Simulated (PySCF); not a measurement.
# doublet GeSe+ at 6 levels

We compute a comparison of 6 runs (U-r2SCAN/STO-6G, U-wB97X-V/STO-6G, UB3LYP/STO-6G, USVWN5/STO-6G, ROCCSD(T)/STO-6G, UCCSD(T)/STO-6G) of doublet GeSe+. The job is set up through a Python script.

The calculation is run with PySCF 2.14.0.

2 further runs of the same task are left out: 2 set aside as unsound or not needed.

**1. Starting point**

GeSe+ has 2 atoms, charge +1, and is taken as a doublet. As SMILES of the parent species, `[Ge-]#[Se+]`. The bond length is the one measured for the parent species. That shape belongs to the parent species and isn't relaxed for this state.

Bond lengths: Ge1–Se2 2.135 Å.

**2. A single-point energy at U-r2SCAN/STO-6G (run 1)**

The input, input.py:

```python
from pyscf import gto, dft

mol = gto.M(
    atom='''
Ge   0.000000   0.000000   0.000000
Se   0.000000   0.000000   2.134629
''',
    basis='sto-6g',
    charge=1,
    verbose=3,
    spin=1,
    max_memory=1860,
)

mf = dft.UKS(mol, xc='r2scan')
mf.conv_tol = 1e-10
mf.grids.level = 5
mf.kernel()
if not mf.converged:
    mf = mf.newton().run(mf.mo_coeff, mf.mo_occ)

e_tot = mf.e_tot
print('E = %.10f Eh' % e_tot)
```

Command:

```sh
$ OMP_NUM_THREADS=1 python input.py
```

The program printed:

```text
WARN: HOMO -0.616006956510749 >= LUMO -0.616006956510762

converged SCF energy = -4454.59988721562  <S^2> = 0.76448952  2S+1 = 2.0144374
E = -4454.5998872156 Eh
```

It took 13 s on 1 thread of Arm Neoverse V1, shared host; peak memory 0.24 GiB.

**3. A single-point energy at U-wB97X-V/STO-6G (run 2)**

The input, input.xyz:

```xyz
2

Ge     0.000000     0.000000     0.000000
Se     0.000000     0.000000     2.134629
```

The input, job.py:

```python
from pyscf import gto, dft

mol = gto.Mole()
mol.atom = 'input.xyz'
mol.basis = 'sto-6g'
mol.verbose = 4
mol.spin = 1
mol.max_memory = 1860
mol.charge = 1
mol.build()

calc0 = dft.UKS(mol, xc='wb97x-v')
calc0.nlcgrids.level = 1
calc0.conv_tol = 1e-10
calc0.grids.level = 5
calc0.kernel()
if not calc0.converged:
    calc0 = calc0.newton().run(calc0.mo_coeff, calc0.mo_occ)

energy = calc0.e_tot
print('E = %.10f Eh' % energy)
```

Command:

```sh
$ OMP_NUM_THREADS=1 python job.py
```

The program printed:

```text
PySCF version 2.14.0

[INPUT] num. atoms = 2
[INPUT] num. electrons = 65
[INPUT] charge = 1
[INPUT] spin (= nelec alpha-beta = 2S) = 1
[INPUT] symmetry False subgroup None
[INPUT] Mole.unit = angstrom
[INPUT] Symbol           X                Y                Z      unit          X                Y                Z       unit  Magmom
[INPUT]  1 Ge     0.000000000000   0.000000000000   0.000000000000 AA    0.000000000000   0.000000000000   0.000000000000 Bohr   0.0
[INPUT]  2 Se     0.000000000000   0.000000000000   2.134629000000 AA    0.000000000000   0.000000000000   4.033864187554 Bohr   0.0

nuclear repulsion = 269.716566898023
number of shells = 16
number of NR pGTOs = 216
number of NR cGTOs = 36
basis = sto-6g
ecp = {}

[... 45 lines left out ...]
WARN: HOMO -0.6277946618016 >= LUMO -0.627794661801591
[... 62 lines left out ...]
converged SCF energy = -4454.07941419062  <S^2> = 0.76811972  2S+1 = 2.0180384
E = -4454.0794141906 Eh
```

Wall time 45 s (1 thread of Arm Neoverse V1, shared host); peak memory 0.24 GiB.

Runs 3 to 5 aren't shown in full; the table further down has their settings and results.

**4. A single-point energy at UCCSD(T)/STO-6G (run 6)**

The input, job.py:

```python
from pyscf import gto, scf, cc

molecule = gto.Mole()
molecule.atom = [
    ('Ge', (0.000000, 0.000000, 0.000000)),
    ('Se', (0.000000, 0.000000, 2.134629)),
]
molecule.max_memory = 1860
molecule.charge = 1
molecule.verbose = 4
molecule.basis = 'sto-6g'
molecule.spin = 1
molecule.build()

mf = scf.UHF(molecule)
mf.conv_tol = 1e-10
mf.kernel()
if not mf.converged:
    mf = mf.newton().run(mf.mo_coeff, mf.mo_occ)

mycc = cc.CCSD(mf, frozen=18)
mycc.kernel()
e_t = mycc.ccsd_t()
e_final = mycc.e_tot + e_t
print('E = %.10f Eh' % e_final)
```

Command:

```sh
$ OMP_NUM_THREADS=1 python job.py
```

The program printed:

```text
PySCF version 2.14.0

[INPUT] num. atoms = 2
[INPUT] num. electrons = 65
[INPUT] charge = 1
[INPUT] spin (= nelec alpha-beta = 2S) = 1
[INPUT] symmetry False subgroup None
[INPUT] Mole.unit = angstrom
[INPUT] Symbol           X                Y                Z      unit          X                Y                Z       unit  Magmom
[INPUT]  1 Ge     0.000000000000   0.000000000000   0.000000000000 AA    0.000000000000   0.000000000000   0.000000000000 Bohr   0.0
[INPUT]  2 Se     0.000000000000   0.000000000000   2.134629000000 AA    0.000000000000   0.000000000000   4.033864187554 Bohr   0.0

nuclear repulsion = 269.716566898023
number of shells = 16
number of NR pGTOs = 216
number of NR cGTOs = 36
basis = sto-6g
ecp = {}

[... 98 lines left out ...]
SCF not converged.
SCF energy = -4451.71714907312 after 50 cycles  <S^2> = 0.84602524  2S+1 = 2.0938245
[... 46 lines left out ...]
converged SCF energy = -4451.72511971531  <S^2> = 1.5492674  2S+1 = 2.6827354
[... 12 lines left out ...]
Init t2, MP2 energy = -0.0525419224685443
[... 17 lines left out ...]
UCCSD converged
[... 2 lines left out ...]
E = -4451.8144554661 Eh
```

It took 3.3 s on 1 thread of Arm Neoverse V1, shared host; peak memory 0.12 GiB.

**5. The series**

```csv
run,level,nlc grid,integration grid,energy (Eh),HOMO energy (eV),LUMO energy (eV),⟨S²⟩,wall time
1,U-r2SCAN/STO-6G,–,5,-4454.599887,-12.24,-11.47,0.764,13 s
2,U-wB97X-V/STO-6G,1,5,-4454.079414,-15.06,-8.52,0.768,45 s
3,UB3LYP/STO-6G,–,5,-4454.381623,-12.76,-10.90,0.758,8.4 s
4,USVWN5/STO-6G,–,5,-4447.314966,-12.17,-11.90,0.755,5.7 s
5,ROCCSD(T)/STO-6G,–,–,-4451.818366,–,–,0.750,2.5 s
6,UCCSD(T)/STO-6G,–,–,-4451.814455,-14.35,-5.54,1.549,3.3 s
```

**6. What came out**

| quantity | value |
| --- | --- |
| run 6: total energy | -4451.81446 Eh |
| run 6: HOMO energy (Hartree–Fock orbitals) (highest over α and β) | -14.35 eV |
| run 6: LUMO energy (Hartree–Fock orbitals) (lowest over α and β) | -5.54 eV |
| run 6: correlation energy (18 core orbitals frozen) | -89.3 mEh |
| run 6: (T) correction | -2.70 mEh |
| run 6: ⟨S²⟩ of the reference determinant | 1.549 |
| run 6: T1 diagnostic | 0.059 |

Totals of different functionals can't be ranked against each other. In runs 1, 2, 3, 4, 5, 6 the basis is minimal, so the values are rough. Spin contamination of the reference: run 6 ⟨S²⟩ = 1.55. Where it is this large, the reference is a mixture of spin states, and values that rest on it are in doubt. All runs together took 78 s, the longest 45 s.
